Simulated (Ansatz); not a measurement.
Geometry optimisation, DFT PBEsol, scalar-relativistic, plane waves, PAW (Ansatz 0.2.0).

Input file:

```yaml
crystal:
  lattice:
    - [-4.227964, -7.323048, 0.0]
    - [6.341945, -3.661524, 0.0]
    - [0.0, 0.0, 7.470745]
  atoms:
    - { symbol: Sr, position: [0.74999993, 0.50000003, 0.0] }
    - { symbol: Al, position: [0.49999994, 0.6666667, 0.37611933] }
    - { symbol: Al, position: [0.49999995, 0.33333335, 0.62388067] }
    - { symbol: Ge, position: [0.49999994, 0.6666667, 0.7259518] }
    - { symbol: Ge, position: [0.49999995, 0.33333335, 0.2740482] }
    - { symbol: Sr, position: [0.49999997, 2.0e-08, 0.0] }
    - { symbol: Al, position: [0.24999998, 0.16666668, 0.37611933] }
    - { symbol: Al, position: [0.24999995, 0.83333335, 0.62388067] }
    - { symbol: Ge, position: [0.24999998, 0.16666668, 0.7259518] }
    - { symbol: Ge, position: [0.24999995, 0.83333335, 0.2740482] }
    - { symbol: Sr, position: [0.24999997, 0.50000002, 0.0] }
    - { symbol: Al, position: [-2.0e-08, 0.66666668, 0.37611933] }
    - { symbol: Al, position: [-1.0e-08, 0.33333334, 0.62388067] }
    - { symbol: Ge, position: [-2.0e-08, 0.66666668, 0.7259518] }
    - { symbol: Ge, position: [-1.0e-08, 0.33333334, 0.2740482] }
    - { symbol: Sr, position: [0.0, 0.0, 0.0] }
    - { symbol: Al, position: [0.74999994, 0.1666667, 0.37611933] }
    - { symbol: Al, position: [0.74999992, 0.83333337, 0.62388067] }
    - { symbol: Ge, position: [0.74999994, 0.1666667, 0.7259518] }
    - { symbol: Ge, position: [0.74999992, 0.83333337, 0.2740482] }
    - { symbol: H, position: [0.99462587, 0.00027375, 0.33113567] }
basis:
  ecutwfc: 420.0
kpoints:
  mp_grid: { grid: [2, 2, 2] }
hamiltonian:
  xc: pbesol
scf:
  occupations: { method: gaussian, width: 0.1 }
  lower_state_search: "off"
relax:
  f_tol: 0.03
  max_steps: 60
  adjacent_minimum: "off"
output:
  write_density: true
  write_potential: true
  elf: true
  volumetric_format: npy
```

Run as:

```bash
$ ansatz run input.yaml --threads 4 --pin off --max-ram 10240MiB --backend cpu --events-out ev --progress --plain --runs-dir out
```

**Question.** Where does it end, and by what steps?

**Answer.** The run converged. Limits of this set-up: coarse k mesh, odd electron count without spin. After 8 steps the energy has fallen by 0.148 eV; H21 moved furthest, 0.69 Å.

```json
{"step": "0", "energy less start (eV)": "0.0000", "largest force component (eV/Å)": "0.274", "accepted": "yes"}
{"step": "1", "energy less start (eV)": "-0.0364", "largest force component (eV/Å)": "0.225", "accepted": "yes"}
{"step": "2", "energy less start (eV)": "-0.0573", "largest force component (eV/Å)": "0.086", "accepted": "yes"}
{"step": "3", "energy less start (eV)": "-0.0705", "largest force component (eV/Å)": "0.101", "accepted": "yes"}
{"step": "4", "energy less start (eV)": "-0.0837", "largest force component (eV/Å)": "0.220", "accepted": "yes"}
{"step": "5", "energy less start (eV)": "-0.1151", "largest force component (eV/Å)": "0.146", "accepted": "yes"}
{"step": "6", "energy less start (eV)": "-0.1334", "largest force component (eV/Å)": "0.171", "accepted": "yes"}
{"step": "7", "energy less start (eV)": "-0.1467", "largest force component (eV/Å)": "0.068", "accepted": "yes"}
{"step": "8", "energy less start (eV)": "-0.1483", "largest force component (eV/Å)": "0.020", "accepted": "yes"}
```

```xyz
21
Lattice="-4.2280 -7.3230 0.0000 6.3419 -3.6615 0.0000 0.0000 0.0000 7.4707" Properties=species:S:1:pos:R:3
Sr 0.042 -7.334 0.002
Al 2.122 -6.103 2.832
Al 0.035 -4.899 4.655
Ge 2.139 -6.114 5.438
Ge 0.021 -4.891 2.041
Sr -2.081 -3.678 0.005
Al 0.029 -2.469 2.827
Al 4.249 -4.911 4.653
Ge 0.031 -2.456 5.427
Ge 4.247 -4.931 2.047
Sr 2.146 -3.687 0.001
Al 4.247 -2.447 2.847
Al 2.149 -1.238 4.663
Ge 4.266 -2.460 5.418
Ge 2.148 -1.238 2.042
Sr 0.029 -0.014 0.012
Al -2.073 -6.109 2.827
Al 2.153 -8.543 4.654
Ge -2.082 -6.118 5.427
Ge 2.169 -8.530 2.048
H -4.825 -6.992 2.374
```

Run time: 55 s on 4 threads of Arm Neoverse V1, on a shared host, peak memory 1.4 GiB.
